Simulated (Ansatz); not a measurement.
# P (P, omega (AlB2-type)): the cost of one run

Program: Ansatz 0.2.0. Level of theory: DFT PBEsol, plane waves (420 eV) with PAW, scalar-relativistic; PAW files made under PBE, frozen cores solved again for the functional. These are calculated values, not measurements.

### 1 Starting point

Symmetry: P6/mmm, No. 191, hexagonal system. The conventional cell has a = 4.414 Å, b = 4.414 Å, c = 2.706 Å, α = 90.00°, β = 90.00°, γ = 120.00°. P (site symmetry 6/mmm) has 14 P at 2.71 to 2.89 Å as nearest neighbours. P (site symmetry -6m2) is surrounded by 11 P at 2.55 to 2.89 Å.

Structure file:

```xyz
3
Lattice="4.4144 0.0000 0.0000 -2.2072 3.8230 0.0000 0.0000 0.0000 2.7060" Properties=species:S:1:pos:R:3 pbc="T T T"
P     0.0000    0.0000    0.0000
P     0.0000    2.5487    1.3530
P     2.2072    1.2743    1.3530
```

### 2 Geometry optimisation

The input, input.yaml:

```yaml
crystal:
  lattice:
    - [4.4144220315, 0.0, 0.0]
    - [-2.2072110158, 3.8230016223, 0.0]
    - [0.0, 0.0, 2.7060407053]
  atoms:
    - { symbol: P, position: [0.0, 0.0, 0.0] }
    - { symbol: P, position: [0.3333333333, 0.6666666667, 0.5] }
    - { symbol: P, position: [0.6666666667, 0.3333333333, 0.5] }
hamiltonian:
  xc: pbesol
  pseudopotentials:
    kind: paw
    azcp:
      P: "pseudopotentials/P.paw.azcp"
basis:
  ecutwfc: 420
  fft_grid_basis: typed
kpoints:
  mp_grid: { grid: [8, 8, 12], shift: [0, 0, 0] }
magnetization:
  spin_polarized: false
scf:
  occupations: { method: fermi_dirac, width: 0.1 }
relax:
  max_steps: 60
  f_tol: 0.01
  cell: {}
output:
  write_density: true
  write_potential: true
  elf: true
  volumetric_format: npy
```

What time and memory should one allow on 2 threads of Arm Neoverse V2, shared host?

About 8 s, with a peak of 0.33 GiB.
